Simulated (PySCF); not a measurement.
# InF (SMILES [F][In]) at HF/STO-3G

What is the vertical singlet–triplet gap of InF at HF/STO-3G? Input form: a Python script.

Program for the calculation: PySCF 2.14.0.

4 further runs of the same task are left out: 4 set aside as unsound or not needed.

### Step 1. The structure to begin with

InF has 2 atoms, charge 0, and is taken as a singlet. SMILES: `[F][In]`. The coordinates come from a PBE0-D4/def2-TZVP relaxation.

Bond lengths: F1–In2 1.994 Å.

### Step 2. A single-point energy at HF/STO-3G

The input, start.xyz:

```xyz
2
FIn
F      0.000000     0.000000     0.015910
In     0.000000     0.000000     2.009580
```

The input, input.py:

```python
# InF
from pyscf import gto

mol = gto.M(
    atom='start.xyz',
    max_memory=1860,
    basis='sto-3g',
    verbose=4,
)

calc0 = mol.RHF()
calc0.conv_tol = 1e-10
calc0.kernel()
if not calc0.converged:
    calc0 = calc0.newton().run(calc0.mo_coeff, calc0.mo_occ)

e_tot = calc0.e_tot
print(f'total energy: {e_tot:.8f} hartree')
```

On the command line:

```
$ OMP_NUM_THREADS=1 python input.py
```

Standard output:

```text
PySCF version 2.14.0

[INPUT] num. atoms = 2
[INPUT] num. electrons = 58
[INPUT] charge = 0
[INPUT] spin (= nelec alpha-beta = 2S) = 0
[INPUT] symmetry False subgroup None
[INPUT] Mole.unit = angstrom
[INPUT] Symbol           X                Y                Z      unit          X                Y                Z       unit  Magmom
[INPUT]  1 F      0.000000000000   0.000000000000   0.015910000000 AA    0.000000000000   0.000000000000   0.030065542642 Bohr   0.0
[INPUT]  2 In     0.000000000000   0.000000000000   2.009580000000 AA    0.000000000000   0.000000000000   3.797555825403 Bohr   0.0

nuclear repulsion = 117.054051079527
number of shells = 14
number of NR pGTOs = 96
number of NR cGTOs = 32
basis = sto-3g
ecp = {}

******** <class 'pyscf.scf.hf.RHF'> ********
method = RHF
initial guess = minao
damping factor = 0
level_shift factor = 0
DIIS = <class 'pyscf.scf.diis.CDIIS'>
diis_start_cycle = 1
diis_space = 8
diis_damp = 0
SCF conv_tol = 1e-10
SCF conv_tol_grad = None
SCF max_cycles = 50
direct_scf = True
direct_scf_tol = 1e-13
Set gradient conv threshold to 1e-05
Initial guess from minao.
init E= -5765.09409764447
  HOMO = -0.587820691000304  LUMO = -0.245555836450499  gap/eV = 9.31350
cycle= 1 E= -5780.7963533179  delta_E= -15.7  |g|= 0.377  |ddm|= 1.37
  HOMO = -0.125423768908641  LUMO = 0.228561354700505  gap/eV = 9.63243
cycle= 2 E= -5780.85575360383  delta_E= -0.0594  |g|= 0.209  |ddm|= 1.08
  HOMO = -0.164168422831015  LUMO = 0.238271841211043  gap/eV = 10.95096
cycle= 3 E= -5780.87586517145  delta_E= -0.0201  |g|= 0.034  |ddm|= 0.369
  HOMO = -0.165390053362066  LUMO = 0.237349479300764  gap/eV = 10.95910
cycle= 4 E= -5780.8768671734  delta_E= -0.001  |g|= 0.0117  |ddm|= 0.0932
  HOMO = -0.163421532438293  LUMO = 0.237001342110529  gap/eV = 10.89606
cycle= 5 E= -5780.87708673002  delta_E= -0.00022  |g|= 0.002  |ddm|= 0.0617
  HOMO = -0.163367257780232  LUMO = 0.237131775189813  gap/eV = 10.89813
cycle= 6 E= -5780.87709214937  delta_E= -5.42e-06  |g|= 0.000438  |ddm|= 0.00835
  HOMO = -0.163279190860608  LUMO = 0.237132881198588  gap/eV = 10.89577
cycle= 7 E= -5780.87709236258  delta_E= -2.13e-07  |g|= 8.36e-05  |ddm|= 0.00173
  HOMO = -0.16326827705249  LUMO = 0.237139198165903  gap/eV = 10.89564
cycle= 8 E= -5780.87709237093  delta_E= -8.35e-09  |g|= 1.48e-05  |ddm|= 0.000347
  HOMO = -0.16326767857029  LUMO = 0.237137504350498  gap/eV = 10.89558
cycle= 9 E= -5780.87709237125  delta_E= -3.2e-10  |g|= 3.65e-06  |ddm|= 8.13e-05
  HOMO = -0.163268303912064  LUMO = 0.237138111620741  gap/eV = 10.89561
cycle= 10 E= -5780.87709237127  delta_E= -1.91e-11  |g|= 1.28e-07  |ddm|= 2.03e-05
  HOMO = -0.163268310856915  LUMO = 0.237138106677212  gap/eV = 10.89561
Extra cycle  E= -5780.87709237127  delta_E= 1.82e-12  |g|= 5.04e-08  |ddm|= 2.77e-07
converged SCF energy = -5780.87709237127
total energy: -5780.87709237 hartree
```

Wall time 1 s (1 thread of Arm Neoverse V1, shared host); peak memory 0.13 GiB.

### Step 3. The triplet, same level

The input, job.py:

```python
from pyscf import gto, scf

molecule = gto.M(
    atom='''
F      0.000000     0.000000     0.015910
In     0.000000     0.000000     2.009580
''',
    basis='sto-3g',
    max_memory=1860,
    verbose=3,
    spin=2,
)

mf = scf.UHF(molecule)
mf.conv_tol = 1e-10
mf.kernel()
if not mf.converged:
    mf = mf.newton().run(mf.mo_coeff, mf.mo_occ)

energy = mf.e_tot
print('E = %.10f Eh' % energy)
```

On the command line:

```
$ OMP_NUM_THREADS=1 python job.py
```

Standard output:

```text
WARN: HOMO -0.245555836450499 >= LUMO -0.587820691000304

converged SCF energy = -5780.79534788246  <S^2> = 2.0164939  2S+1 = 3.0109758
E = -5780.7953478825 Eh
```

Run time: 0.72 s. Hardware: 1 thread of Arm Neoverse V1, shared host; peak memory 0.13 GiB.

### Step 4. Outcome

Level: HF/STO-3G.

| quantity | value |
| --- | --- |
| singlet: total energy | -5780.87709 Eh |
| singlet: dipole moment | 0.91 D |
| singlet: HOMO energy | -4.44 eV |
| singlet: LUMO energy | 6.45 eV |
| singlet: HOMO–LUMO gap | 10.90 eV |
| triplet: total energy | -5780.79535 Eh |
| triplet: dipole moment | 2.72 D |
| triplet: HOMO energy (highest over α and β) | -2.04 eV |
| triplet: LUMO energy (lowest over α and β) | 4.40 eV |
| triplet: ⟨S²⟩ | 2.016 |
| vertical energy of the triplet above the singlet | 2.224 eV |

At this shape the triplet lies 2.22 eV (215 kJ/mol) above the singlet. In a minimal basis such a difference can be off by several eV, whatever the method. Relativity is left out (singlet) although the molecule holds a heavy atom. Relativity is left out (triplet) although the molecule holds a heavy atom.
